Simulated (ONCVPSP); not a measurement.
# Neodymium: generating and testing an ONCV potential

Aim: build the potential from the settings below, then test how well it stands in for the atom: other configurations, scattering, ghost states and the plane-wave cutoff that it needs.

Method: ONCVPSP 4.0.1.1 (patched build), LDA (Perdew-Wang 92), scalar-relativistic.

## Step 1: The design

The settings as typed:

- element: neodymium (Nd, Z = 60)
- type: optimised norm-conserving Vanderbilt (ONCV)
- frozen core: [Xe]
- valence charge: 6
- reference configuration: 4f4 6s1.5 (charge +0.5)
- partial waves: 6s: rc 3.90 bohr, ncon 4, nbas 7, qcut 1.5 1/bohr, 3 projectors, debl 2.2 Ha; p scattering state at 0.27 Ha: rc 4.34 bohr, ncon 4, nbas 8, qcut 2.5 1/bohr, 2 projectors, debl 1.6 Ha; d scattering state at 0.24 Ha: rc 3.10 bohr, ncon 4, nbas 7, qcut 3.4 1/bohr, 2 projectors, debl 3.7 Ha; 4f: rc 1.65 bohr, ncon 4, nbas 8, qcut 11.3 1/bohr, 2 projectors, debl 3.6 Ha
- local potential: polynomial inside 1.55 bohr (lpopt 5, dvloc0 3 Ha)
- core correction: not asked for

An earlier all-electron run gives the scale for the radii.

All-electron outer shells of the reference configuration (LDA (PZ), scalar-relativistic, ld1.x):

```csv
shell,level (eV),outermost node (bohr),outermost maximum (bohr)
6s,-5.97,1.77,3.60
4f,-4.79,–,0.67
5d,-4.68,0.88,2.21
6p,-3.25,2.12,4.68
```

## Step 2: The generation run

Nd.dat

```
# ATOM AND REFERENCE CONFIGURATION
# atsym  z   nc   nv     iexc    psfile
  Nd 60.00   11    2  -001012      upf
#
#   n    l    f
    1    0    2.00
    2    0    2.00
    2    1    6.00
    3    0    2.00
    3    1    6.00
    3    2   10.00
    4    0    2.00
    4    1    6.00
    4    2   10.00
    5    0    2.00
    5    1    6.00
    4    3    4.00
    6    0    1.50
#
# PSEUDOPOTENTIAL AND OPTIMIZATION
# lmax
    3
#
#   l,   rc,      ep,       ncon, nbas, qcut
    0    3.90    0.00    4    7    1.50
    1    4.34    0.27    4    8    2.50
    2    3.10    0.24    4    7    3.40
    3    1.65    0.00    4    8   11.30
#
# LOCAL POTENTIAL
# lloc, lpopt,  rc(5),   dvloc0
    4    5    1.55    3.00
#
# VANDERBILT-KLEINMAN-BYLANDER PROJECTORs
# l, nproj, debl
    0    3    2.20
    1    2    1.60
    2    2    3.70
    3    2    3.60
#
# MODEL CORE CHARGE
# icmod, fcfact, rcfact
    0    0.00    0.00
#
# LOG DERIVATIVE ANALYSIS
# epsh1, epsh2, depsh
   -2.00    5.00    0.02
#
# OUTPUT GRID
# rlmax, drl
    6.00    0.01
#
# TEST CONFIGURATIONS
# ncnf
    4
# nvcnf
#   n    l    f
    2
    4    3    4.00
    6    0    2.00
#
    2
    4    3    4.00
    6    0    1.00
#
    2
    4    3    4.00
    6    0    0.00
#
    3
    4    3    4.00
    6    0    0.00
    6    1    1.00
#
```

Run with:

```
$ oncvpsp.x < Nd.dat > Nd.out
```

Before running it: what results should come out? Wanted: cutoffs for 1 and 0.1 mHa per electron, occupied waves; bound ghosts; GHOST(+) flags; largest phase difference near zero energy, channels read; projector energies reset by the program.

**Answer**, as computed:

```
                                                quantity                                            value
  cutoffs for 1 and 0.1 mHa per electron, occupied waves                                  51 Ha and 56 Ha
                                            bound ghosts                                       none found
                                          GHOST(+) flags  s at 22 eV, s at 161 eV, p at 8 eV, d at 119 eV
largest phase difference near zero energy, channels read                                        3.131 rad
                 projector energies reset by the program          p: 0.050, 1.650 Ha; d: -0.172, 3.528 Ha
```

What this shows: It counts as hard, with 51 Ha needed at the looser tolerance. At the looser tolerance the 4f wave is the slowest; 6s needs 3 Ha. No bound ghost shows below the valence levels. Near zero energy the largest phase difference among the channels read is 3.13 rad, in the p channel. A step near π is an extra or missing state, not a misfit of shape. The program also flags highly localised states, GHOST(+) (s, p, d).
